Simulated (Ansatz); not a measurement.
# La2SbAs3: the cost of one run

Method: DFT PBE, scalar-relativistic, plane waves, PAW, in Ansatz 0.2.0.

## Step 1: The system as given

The structure is hexagonal, space group P6/mmm (No. 191). The conventional cell has a = 4.910 Å, b = 4.910 Å, c = 8.878 Å, α = 90.00°, β = 90.00°, γ = 120.00°. La (site symmetry -6m2) is surrounded by 3 La at 2.83 Å and 3 Sb at 2.83 Å. Sb (site symmetry 6/mmm) is surrounded by 2 As at 1.92 Å. Around As (site symmetry 6mm) lie 1 Sb at 1.92 Å. Around As (site symmetry 6/mmm) lie 2 As at 2.52 Å.

Structure file:

```cif
data_structure
_symmetry_space_group_name_H-M 'P 1'
_symmetry_Int_Tables_number 1
_cell_length_a 4.9097
_cell_length_b 4.9097
_cell_length_c 8.8785
_cell_angle_alpha 90.000
_cell_angle_beta 90.000
_cell_angle_gamma 120.000
_cell_volume 185.34
loop_
_atom_site_label
_atom_site_type_symbol
_atom_site_fract_x
_atom_site_fract_y
_atom_site_fract_z
_atom_site_occupancy
La1 La 0.33333 0.66667 0.50000 1
La2 La 0.66667 0.33333 0.50000 1
Sb1 Sb 0.00000 0.00000 0.50000 1
As1 As 0.00000 0.00000 0.28331 1
As2 As 0.00000 0.00000 0.71669 1
As3 As 0.00000 0.00000 0.00000 1
```

Recipe of the guess: random cell by space group and Wyckoff sites (P6/mmm, No. 191). Its size is a rough estimate.

## Step 2: A first look at the guess

File input.yaml:

```yaml
crystal:
  lattice:
    - [4.90969809, 0.0, 0.0]
    - [-2.45484905, 4.25192327, 0.0]
    - [0.0, 0.0, 8.87846932]
  atoms:
    - { symbol: La, position: [0.33333333, 0.66666667, 0.5] }
    - { symbol: La, position: [0.66666667, 0.33333333, 0.5] }
    - { symbol: Sb, position: [0.0, 0.0, 0.5] }
    - { symbol: As, position: [0.0, 0.0, 0.28330633] }
    - { symbol: As, position: [0.0, 0.0, 0.71669367] }
    - { symbol: As, position: [0.0, 0.0, 0.0] }
basis:
  ecutwfc: 420
kpoints:
  mp_grid: { grid: [6, 6, 2] }
hamiltonian:
  xc: pbe
scf:
  occupations: { method: gaussian, width: 0.1 }
  lower_state_search: "off"
output:
  forces: true
  stress: true
  eigenvalues: true
```

Command:

```
> ansatz run input.yaml --threads 1 --pin off --max-ram 2560MiB --backend cpu --events-out ev --progress --plain --runs-dir out
```

What time and memory should one allow on 1 thread of Intel Xeon Platinum 8375C at 2.90GHz (Ice Lake), shared host?

About 7.8 s, with a peak of 0.56 GiB.
